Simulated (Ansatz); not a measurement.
# C2H4BN (SMILES B1C=CN1): single points off equilibrium

The atoms stand at a structure displaced at random from a GFN2-xTB minimum. How far do the functionals agree with CCSD(T) there?

Computed with Ansatz 0.2.0, Gaussian basis. Level: single points in def2-TZVPP.

Cores are frozen in the correlated methods. B3LYP uses VWN-RPA correlation.

### Step 1. The starting structure

SMILES `B1C=CN1`, 8 atoms, charge 0, spin multiplicity 1.

Atoms are counted from 1 here; the program's logs count them from 0.

Bond lengths: B1–C2 1.534 Å, B1–N4 1.301 Å, B1–H5 1.115 Å, C2–C3 1.470 Å, C2–H6 1.219 Å, C3–N4 1.519 Å, C3–H7 1.115 Å, N4–H8 0.904 Å. Angles: C2–B1–N4 100.1°, C2–B1–H5 139.7°, N4–B1–H5 120.0°, B1–C2–C3 80.1°, B1–C2–H6 145.3°, C3–C2–H6 132.6°, C2–C3–N4 93.5°, C2–C3–H7 143.3°, N4–C3–H7 122.6°, B1–N4–C3 86.2°, B1–N4–H8 141.2°, C3–N4–H8 120.9°.

Coordinates:

```mol
C2H4BN
  3D, bonds by distance, orders not assigned

  8  8  0  0  0  0  0  0  0  0999 V2000
   -0.8675    0.3803   -0.1927 B   0  0
    0.4317    1.0214    0.3124 C   0  0
    0.8418   -0.3904    0.2826 C   0  0
   -0.5207   -0.8740   -0.1827 N   0  0
   -1.8609    0.6809   -0.6015 H   0  0
    0.9308    2.0150    0.8123 H   0  0
    1.7246   -1.0667    0.3598 H   0  0
   -0.6034   -1.6319   -0.6691 H   0  0
  1  2  8  0
  1  4  8  0
  1  5  8  0
  2  3  8  0
  2  6  8  0
  3  4  8  0
  3  7  8  0
  4  8  8  0
M  END
```

### Step 2. CCSD(T)/def2-TZVPP

run/in.yaml

```yaml
crystal:
  periodic: [false, false, false]
  atoms:
    - {symbol: B, position_ang: [-0.867500, 0.380300, -0.192700]}
    - {symbol: C, position_ang: [0.431700, 1.021400, 0.312400]}
    - {symbol: C, position_ang: [0.841800, -0.390400, 0.282600]}
    - {symbol: N, position_ang: [-0.520700, -0.874000, -0.182700]}
    - {symbol: H, position_ang: [-1.860900, 0.680900, -0.601500]}
    - {symbol: H, position_ang: [0.930800, 2.015000, 0.812300]}
    - {symbol: H, position_ang: [1.724600, -1.066700, 0.359800]}
    - {symbol: H, position_ang: [-0.603400, -1.631900, -0.669100]}
basis:
  gaussian: {orbitals: def2-TZVPP}
correlation: {method: ccsd_t}
output: {forces: true}
```

No record of the launch command was kept for these runs.

### Step 3. PBE0-D4/def2-TZVPP

run/in.yaml, as its differences from that of step 2:

```diff
@@ -13,3 +13,3 @@
   gaussian: {orbitals: def2-TZVPP}
-correlation: {method: ccsd_t}
-output: {forces: true}
+hamiltonian: {xc: pbe0, dispersion: d4}
+output: {forces: true, orbitals: {seedname: orbitals}}
```

### Step 4. wB97M-V/def2-TZVPP

run/in.yaml, as its differences from that of step 3:

```diff
@@ -13,3 +13,3 @@
   gaussian: {orbitals: def2-TZVPP}
-hamiltonian: {xc: pbe0, dispersion: d4}
-output: {forces: true, orbitals: {seedname: orbitals}}
+hamiltonian: {xc: {name: wB97M-V}}
+output: {forces: true}
```

### Step 5. r2SCAN-D4/def2-TZVPP

run/in.yaml, as its differences from that of step 4:

```diff
@@ -13,3 +13,3 @@
   gaussian: {orbitals: def2-TZVPP}
-hamiltonian: {xc: {name: wB97M-V}}
+hamiltonian: {xc: r2scan, dispersion: d4}
 output: {forces: true}
```

### Step 6. PBE-D4/def2-TZVPP

run/in.yaml, as its differences from that of step 5:

```diff
@@ -13,3 +13,3 @@
   gaussian: {orbitals: def2-TZVPP}
-hamiltonian: {xc: r2scan, dispersion: d4}
+hamiltonian: {xc: pbe, dispersion: d4}
 output: {forces: true}
```

### Step 7. B3LYP-D4/def2-TZVPP

run/in.yaml, as its differences from that of step 6:

```diff
@@ -13,3 +13,3 @@
   gaussian: {orbitals: def2-TZVPP}
-hamiltonian: {xc: pbe, dispersion: d4}
+hamiltonian: {xc: {name: B3LYP}, dispersion: d4}
 output: {forces: true}
```

### Step 8. revPBE-D4/def2-TZVPP

run/in.yaml, as its differences from that of step 7:

```diff
@@ -13,3 +13,3 @@
   gaussian: {orbitals: def2-TZVPP}
-hamiltonian: {xc: {name: B3LYP}, dispersion: d4}
+hamiltonian: {xc: {name: revPBE}, dispersion: d4}
 output: {forces: true}
```

(Steps that only read results are left out.)

Before running it: what results should come out? Wanted: energy less free atoms, CCSD(T)/def2-TZVPP; RMS force component; RMS force error; HOMO and LUMO, PBE0-D4; T1 diagnostic.

**Answer**, as computed:

| quantity | value |
| --- | --- |
| energy less free atoms, CCSD(T)/def2-TZVPP | -2979.2 kJ/mol |
| RMS force component | 2.548 to 2.642 eV/Å over the methods |
| RMS force error | PBE0-D4 0.364, wB97M-V 0.330, r2SCAN-D4 0.270, PBE-D4 0.245, B3LYP-D4 0.235, revPBE-D4 0.198 eV/Å |
| HOMO and LUMO, PBE0-D4 | -6.11 and -1.70 eV |
| T1 diagnostic | 0.018 |

**Reading.** Against CCSD(T) the functionals' energies less atoms differ by -223.0 to -110.6 kJ/mol, PBE-D4 by -223.0 kJ/mol. The reference is not at the basis limit: in triple zeta CCSD(T) underbinds, which counts against methods that bind more; the gaps are no ranking. For forces revPBE-D4 does best and PBE0-D4 worst. Frozen-core CCSD(T) forces in triple zeta carry basis errors of their own, and this is one geometry, so small gaps rank nothing. The restricted Hartree–Fock reference is unstable towards an unrestricted one at one or more of these structures.
